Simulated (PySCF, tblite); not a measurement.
**C₇H₁₁BN₂: geometry, infrared bands and NMR shifts**

What infrared bands and NMR shifts should C₇H₁₁BN₂ (`C#CC[B@@H-](C#N)[NH2+]CC=C`) show?

The runs use tblite 0.8.0 and PySCF 2.14.0, with density-fitted response routines of our own; the level of theory stands in each step. All values are computed, except where a source is named. Atoms are numbered from 0 throughout.

**1. The starting structure**

21 atoms, charge 0, multiplicity 1; geometry from: force field or distance geometry start.

Bonds of the start (Å): C0–C1 1.22, C1–C2 1.45, C2–B3 1.62, B3–C4 1.55, C4–N5 1.16, B3–N6 1.55, N6–C7 1.47, C7–C8 1.51, C8–C9 1.34, C0–H10 1.05, C2–H11 1.10, C2–H12 1.11, B3–H13 1.20, N6–H14 1.05, N6–H15 1.04, C7–H16 1.11, C7–H17 1.11, C8–H18 1.08, C9–H19 1.08, C9–H20 1.09.

**2. Relaxing the molecule with GFN2-xTB**

The job: settings as JSON, then the geometry in Å.

```
{"job": {"kind": "relax", "xc": "GFN2-xTB", "basis": "xTB"}, "charge": 0, "multiplicity": 1}
C      3.635700    -1.122900    -0.200400
C      2.939900    -0.133300    -0.361900
C      2.123800     1.053500    -0.535800
B      0.764300     0.970600     0.334800
C      0.111800     2.369700     0.426600
N     -0.378600     3.419100     0.472900
N     -0.225600    -0.054600    -0.287000
C     -1.321500    -0.383900     0.640500
C     -2.239900    -1.420500     0.030300
C     -3.049600    -1.125600    -0.995200
H      4.222700    -1.984200    -0.067000
H      2.701600     1.943400    -0.231800
H      1.851400     1.156700    -1.604600
H      1.057000     0.626100     1.450800
H     -0.615700     0.349400    -1.168900
H      0.288100    -0.937100    -0.501000
H     -0.919300    -0.805300     1.586900
H     -1.922100     0.514400     0.886700
H     -2.276400    -2.412000     0.462700
H     -3.699400    -1.882200    -1.401400
H     -3.057200    -0.124200    -1.432500
```

Command:

```console
OMP_NUM_THREADS=1 python probes_run.py task.json out
```

This one command runs all jobs of the session in turn.

**Question.** This job is followed by: GFN2-xTB harmonic vibrations, gas phase; GIAO PBE0/pcSseg-1 NMR shielding, non-relativistic, gas phase. Predict these results of the whole session: strongest single infrared mode (GFN2-xTB); zero-point energy (GFN2-xTB); 13C shifts against TMS (PBE0/pcSseg-1); 1H shifts against TMS (PBE0/pcSseg-1); 11B shifts against BF3·OEt2 (PBE0/pcSseg-1); 15N shifts against NH3 (PBE0/pcSseg-1); surface potential, 1st and 99th percentile.

The runs gave:

| quantity | value |
| --- | --- |
| strongest single infrared mode (GFN2-xTB) | 2469 cm⁻¹, 164 km/mol |
| zero-point energy (GFN2-xTB) | 104.2 kcal/mol |
| 13C shifts against TMS (PBE0/pcSseg-1) | 140.9, 136.0, 129.7, 95.7, 73.8, 52.1, 9.8 ppm |
| 1H shifts against TMS (PBE0/pcSseg-1) | 6.13, 5.92, 5.77, 4.89, 3.86, 3.60, 2.25, 2.06, 1.81, 1.41, 1.39 ppm |
| 11B shifts against BF3·OEt2 (PBE0/pcSseg-1) | -24.1 ppm |
| 15N shifts against NH3 (PBE0/pcSseg-1) | 336.7, 74.3 ppm |
| surface potential, 1st and 99th percentile | -2.06 V and 2.27 V |

The optimisation took 145 steps and gained 0.370 eV; among the close pairs (by a distance rule), B3–N6 changed most, from 1.555 to 1.634 Å. All 57 modes are real, so the xTB geometry is a minimum. The strongest single mode, at 2469 cm⁻¹, moves mainly H13. GFN2-xTB is a fitted tight-binding method: band positions and strengths are rough. Its intensities can rank the bands wrongly. C8 (alkene CH) lies farthest downfield among carbon, at 140.9 ppm; an sp2 carbon of a C=C bond. The most deshielded hydrogen is H18 (hydrogen on an alkene CH), at 6.13 ppm: a vinylic proton, deshielded by the sp2 carbon and the C=C anisotropy. At PBE0/pcSseg-1: The largest span, 538 ppm, is at N5, where the paramagnetic term is -409 ppm. By nearest atom (PBE0/pcSseg-1), the HOMO sits on C0 34 %; C1 20 % and the LUMO on C8, C9 about 29 % each; H18, H19, H20 about 8 % each.
